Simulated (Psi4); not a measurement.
# triplet SnO at 6 levels

Aim: a comparison of 6 runs (U-wB97M-V/def2-TZVPPD, UB2PLYP/def2-TZVPPD, UB3LYP/def2-TZVPPD, UBHLYP/def2-TZVPPD, UCAM-B3LYP/def2-TZVPPD, UPBE0/def2-TZVPPD) of triplet SnO. 

The calculation is run with Psi4 1.11.

1 further run of the same task is left out (set aside as unsound or not needed).

### Step 1. The molecule

SnO: 2 atoms, total charge 0, spin state triplet. SMILES of the parent species: `[O]=[Sn]`. The coordinates come from a PBE0-D4/def2-TZVP relaxation. That shape belongs to the parent species and isn't relaxed for this state.

Bond lengths: O1–Sn2 1.818 Å.

### Step 2. A single-point energy at U-wB97M-V/def2-TZVPPD (core potential) (run 1)

Input file run_ase.py:

```python
import numpy as np
from ase.calculators.psi4 import Psi4
from ase import Atoms

a = Atoms(['O', 'Sn'], positions=[
    [0.000000, 0.000000, -0.007080],
    [0.000000, 0.000000, 1.810660],
])
calc = Psi4(atoms=a, method='wb97m-v', basis='def2-TZVPPD', memory='2200MB', num_threads=1, charge=0, multiplicity=3, label='psi4-calc', reference='uks')
calc.psi4.set_options({'puream': True, 'e_convergence': 1e-09, 'd_convergence': 1e-08, 'scf_type': 'pk', 'dft_radial_points': 99, 'dft_spherical_points': 590, 'maxiter': 100})
a.calc = calc

print(f'energy: {a.get_potential_energy():.6f} eV')
```

Command:

```bash
$ python run_ase.py
```

psi4-calc.dat:

```text
[...]
    !!!  WARNING: ECP capability is in beta. Please check occupations closely.  !!!
[...]
  Running in c1 symmetry.
[...]
  Nuclear repulsion =   51.236804536358335
[...]
  Multiplicity = 3
[...]
  Nalpha       = 16
  Nbeta        = 14
[...]
    Number of basis functions: 96
[...]
   @UKS iter   1:  -288.94946757962850   -1.21605e+00   1.00812e-02 ADIIS/DIIS
[...]
   @UKS iter  16:  -289.37359653975972   -6.87805e-12   8.79403e-09 DIIS
[...]
   @S^2 Observed:                2.015293067E+00
[...]
    Orbital Energies [Eh]
    ---------------------
    Alpha Occupied:
       1A    -19.357041     2A     -5.276317     3A     -3.610706
       4A     -3.606525     5A     -3.601012     6A     -1.204683
       7A     -1.167872     8A     -1.162465     9A     -1.162120
      10A     -1.159710    11A     -1.040075    12A     -0.589050
      13A     -0.449051    14A     -0.440411    15A     -0.440281
      16A     -0.238996
    Alpha Virtual:
      17A     -0.033843    18A      0.033509    19A      0.039694
      20A      0.091627    21A      0.094544    22A      0.096940
      23A      0.104596    24A      0.107724    25A      0.130341
[...]
  @UKS Final Energy:  -289.37359653975972
   => Energetics <=
    Nuclear Repulsion Energy =             51.2368045363583349
    One-Electron Energy =                -581.8089712187556870
    Two-Electron Energy =                 259.9130052181972701
    DFT Exchange-Correlation Energy =     -18.8328018538139546
    Empirical Dispersion Energy =           0.0000000000000000
    VV10 Nonlocal Energy =                  0.1183667782542907
    Total Energy =                       -289.3735965397597170
[...]
 Multipole Moments:
 ------------------------------------------------------------------------------------
     Multipole            Electronic (a.u.)      Nuclear  (a.u.)        Total (a.u.)
 ------------------------------------------------------------------------------------
 L = 1.  Multiply by 2.5417464519 to convert [e a0] to [Debye]
 Dipole X            :         -0.0000274            0.0000000           -0.0000274
 Dipole Y            :          0.0000391            0.0000000            0.0000391
 Dipole Z            :         16.4861357          -15.3512859            1.1348497
 Magnitude           :                                                    1.1348497
[...]
```

Standard output:

```text
energy: -7874.256641 eV
```

It took 74 s on 1 thread of Intel Xeon at 2.50GHz (Skylake/Cascade Lake), shared host; peak memory 1.2 GiB.

### Step 3. A single-point energy at UB2PLYP/def2-TZVPPD (core potential, density fitting for correlation) (run 2)

Input file input.inp:

```
memory 2.2 GB

molecule {
  0 3
  O      0.000000     0.000000    -0.007080
  Sn     0.000000     0.000000     1.810660
  symmetry c1
  no_reorient
  no_com
}

set basis def2-TZVPPD
set reference uks
set puream true
set e_convergence 1e-09
set d_convergence 1e-08
set scf_type pk
set dft_radial_points 99
set dft_spherical_points 590
set num_frozen_docc 5
set maxiter 100

energy_value = energy('b2plyp')
print_variables()
```

Command:

```bash
$ psi4 input.inp input.out -n 1
```

input.out:

```text
[...]
    !!!  WARNING: ECP capability is in beta. Please check occupations closely.  !!!
[...]
  Running in c1 symmetry.
[...]
  Nuclear repulsion =   51.236804536358335
[...]
  Multiplicity = 3
[...]
  Nalpha       = 16
  Nbeta        = 14
[...]
    Number of basis functions: 96
[...]
   @UKS iter   1:  -288.60839649744571   -1.12915e+00   9.85334e-03 ADIIS/DIIS
[...]
   @UKS iter  20:  -289.02615809510144    1.65358e-10   6.62046e-09 DIIS
[...]
   @S^2 Observed:                2.021562705E+00
[...]
    Orbital Energies [Eh]
    ---------------------
    Alpha Occupied:
       1A    -19.753185     2A     -5.440988     3A     -3.720323
       4A     -3.718103     5A     -3.713290     6A     -1.218537
       7A     -1.171860     8A     -1.166173     9A     -1.165936
      10A     -1.163970    11A     -1.059788    12A     -0.565468
      13A     -0.425909    14A     -0.410922    15A     -0.406603
      16A     -0.197312
    Alpha Virtual:
      17A     -0.063783    18A      0.018121    19A      0.031322
      20A      0.081972    21A      0.083660    22A      0.090793
      23A      0.098094    24A      0.100876    25A      0.123470
[...]
  @UKS Final Energy:  -289.02615809510144
   => Energetics <=
    Nuclear Repulsion Energy =             51.2368045363583349
    One-Electron Energy =                -581.8470134710337334
    Two-Electron Energy =                 254.3788762541387314
    DFT Exchange-Correlation Energy =     -12.7948254145647962
    Empirical Dispersion Energy =           0.0000000000000000
    VV10 Nonlocal Energy =                  0.0000000000000000
    Total Energy =                       -289.0261580951014366
[...]
 Multipole Moments:
 ------------------------------------------------------------------------------------
     Multipole            Electronic (a.u.)      Nuclear  (a.u.)        Total (a.u.)
 ------------------------------------------------------------------------------------
 L = 1.  Multiply by 2.5417464519 to convert [e a0] to [Debye]
 Dipole X            :         -0.0000016            0.0000000           -0.0000016
 Dipole Y            :         -0.0000092            0.0000000           -0.0000092
 Dipole Z            :        -74.1048713           75.1692991            1.0644278
 Magnitude           :                                                    1.0644278
[...]
```

Wall time 29 s (1 thread of Intel Xeon at 2.50GHz (Skylake/Cascade Lake), shared host); peak memory 0.66 GiB.

Runs 3 to 5 aren't shown in full; the table further down has their settings and results.

### Step 4. Energy and forces at UPBE0/def2-TZVPPD (core potential) (run 6)

Input file input.json:

```json
{
  "schema_name": "qcschema_input",
  "schema_version": 1,
  "molecule": {
    "schema_name": "qcschema_molecule",
    "schema_version": 2,
    "symbols": ["O", "Sn"],
    "geometry": [0.0, 0.0, -0.01337926, 0.0, 0.0, 3.4216515],
    "molecular_charge": 0,
    "molecular_multiplicity": 3,
    "fix_symmetry": "c1",
    "fix_com": true,
    "fix_orientation": true
  },
  "driver": "gradient",
  "model": {
    "method": "pbe0",
    "basis": "def2-TZVPPD"
  },
  "keywords": {
    "reference": "uks",
    "puream": true,
    "e_convergence": 1e-09,
    "d_convergence": 1e-08,
    "scf_type": "pk",
    "dft_radial_points": 99,
    "dft_spherical_points": 590,
    "maxiter": 100,
    "scf_properties": ["QUADRUPOLE", "MAYER_INDICES", "MULLIKEN_CHARGES"]
  }
}
```

Command:

```bash
$ psi4 --qcschema input.json -n 1 --memory 2200MB
```

stdout:

```text
[...]
    !!!  WARNING: ECP capability is in beta. Please check occupations closely.  !!!
[...]
  Running in c1 symmetry.
[...]
  Nuclear repulsion =   51.236804645091453
[...]
  Multiplicity = 3
[...]
  Nalpha       = 16
  Nbeta        = 14
[...]
    Number of basis functions: 96
[...]
   @UKS iter   1:  -288.96674283428302   -9.75628e-01   1.00730e-02 DIIS/ADIIS
[...]
   @UKS iter  24:  -289.36741575641150   -1.02887e-11   2.76735e-09 DIIS
[...]
   @S^2 Observed:                2.012575989E+00
[...]
  @UKS Final Energy:  -289.36741575641150
   => Energetics <=
    Nuclear Repulsion Energy =             51.2368046450914534
    One-Electron Energy =                -581.8419497235774998
    Two-Electron Energy =                 261.4508938002275045
    DFT Exchange-Correlation Energy =     -20.2131644781528976
    Empirical Dispersion Energy =           0.0000000000000000
    VV10 Nonlocal Energy =                  0.0000000000000000
    Total Energy =                       -289.3674157564115035
[...]
 Multipole Moments:
 ------------------------------------------------------------------------------------
     Multipole            Electronic (a.u.)      Nuclear  (a.u.)        Total (a.u.)
 ------------------------------------------------------------------------------------
 L = 1.  Multiply by 2.5417464519 to convert [e a0] to [Debye]
 Dipole X            :         -0.0000005            0.0000000           -0.0000005
 Dipole Y            :         -0.0000001            0.0000000           -0.0000001
 Dipole Z            :        -74.0542647           75.1692989            1.1150342
 Magnitude           :                                                    1.1150342
 L = 2.  Multiply by 1.3450342976 to convert [e a0^2] to [Debye ang]
 Quadrupole XX       :        -23.3427129            0.0000000          -23.3427129
 Quadrupole XY       :         -1.8086924            0.0000000           -1.8086924
[...]
  Mulliken Charges: (a.u.)
   Center  Symbol    Alpha    Beta     Spin     Total
       1     O     4.57255  3.88268  0.68987 -0.45523
       2    SN    11.42745 10.11732  1.31013  0.45523
   Total alpha = 16.00000, Total beta = 14.00000, Total charge = -0.00000
  Mayer Bond Indices:
  Total Bond Index:
  Irrep: 1 Size: 2 x 2
                 1                   2
[...]
  -Total Gradient:
     Atom            X                  Y                   Z
    ------   -----------------  -----------------  -----------------
       1       -0.000000001082    -0.000000001595     0.050729416265
       2        0.000000001083     0.000000001595    -0.050724608501
[...]
```

The result, in JSON:

```text
{
 "driver": "gradient",
 "model": {
  "method": "pbe0",
  "basis": "def2-TZVPPD"
 },
 "success": true,
 "return_result": [-1.081653975729222e-09, -1.5952305818607988e-09, 0.050729416265162, 1.0825498060183801e-09, 1.595270115206517e-09, -0.0507246085005712],
 "properties": {
  "calcinfo_nbasis": 96,
  "calcinfo_nmo": 96,
  "calcinfo_nalpha": 16,
  "calcinfo_nbeta": 14,
  "calcinfo_natom": 2,
  "nuclear_repulsion_energy": 51.23680464509145,
  "return_energy": -289.3674157564115,
  "return_gradient": [-1.081653975729222e-09, -1.5952305818607988e-09, 0.050729416265162, 1.0825498060183801e-09, 1.595270115206517e-09, -0.0507246085005712],
  "scf_one_electron_energy": -581.8419497235775,
  "scf_two_electron_energy": 261.4508938002275,
  "scf_xc_energy": -20.213164478152898,
  "scf_dipole_moment": [-5.293042950534428e-07, -1.1955585996067704e-07, 1.1150341818135985],
  "scf_total_energy": -289.3674157564115,
  "scf_total_gradient": [-1.081653975729222e-09, -1.5952305818607988e-09, 0.050729416265162, 1.0825498060183801e-09, 1.595270115206517e-09, -0.0507246085005712],
  "scf_iterations": 24
 }
}
```

Wall time 69 s (1 thread of Intel Xeon at 2.50GHz (Skylake/Cascade Lake), shared host); peak memory 0.65 GiB.

### Step 5. Overview of the runs

```tsv
run	level	frozen core orbitals	fitting correlation	energy (Eh)	dipole moment (D)	HOMO energy (eV)	LUMO energy (eV)	wall time
1	U-wB97M-V/def2-TZVPPD (core potential)	0	–	-289.373597	2.88	-6.50	-3.31	74 s
2	UB2PLYP/def2-TZVPPD (core potential, density fitting for correlation)	5	density fitting	-289.188739	–	-5.37	-3.37	29 s
3	UB3LYP/def2-TZVPPD (core potential)	0	–	-289.517210	2.80	-4.39	–	36 s
4	UBHLYP/def2-TZVPPD (core potential)	0	–	-289.336894	2.76	-5.36	-3.83	47 s
5	UCAM-B3LYP/def2-TZVPPD (core potential)	0	–	-289.401759	2.85	-5.74	-4.26	55 s
6	UPBE0/def2-TZVPPD (core potential)	0	–	-289.367416	2.83	-4.66	–	69 s
```

### Step 6. Outcome

| quantity | value |
| --- | --- |
| run 6: total energy | -289.36742 Eh |
| run 6: dipole moment | 2.83 D |
| run 6: HOMO energy (highest over α and β) | -4.66 eV |
| run 6: ⟨S²⟩ | 2.013 |
| run 6: largest force on an atom | 2.609 eV/Å |

What this shows: Over runs 1, 3, 4, 5, 6 the dipole moment (its size) runs from 2.76 D (UBHLYP/def2-TZVPPD) to 2.88 D (U-wB97M-V/def2-TZVPPD). Totals of different functionals can't be ranked against each other. All runs together took 5.2 min, the longest 74 s.
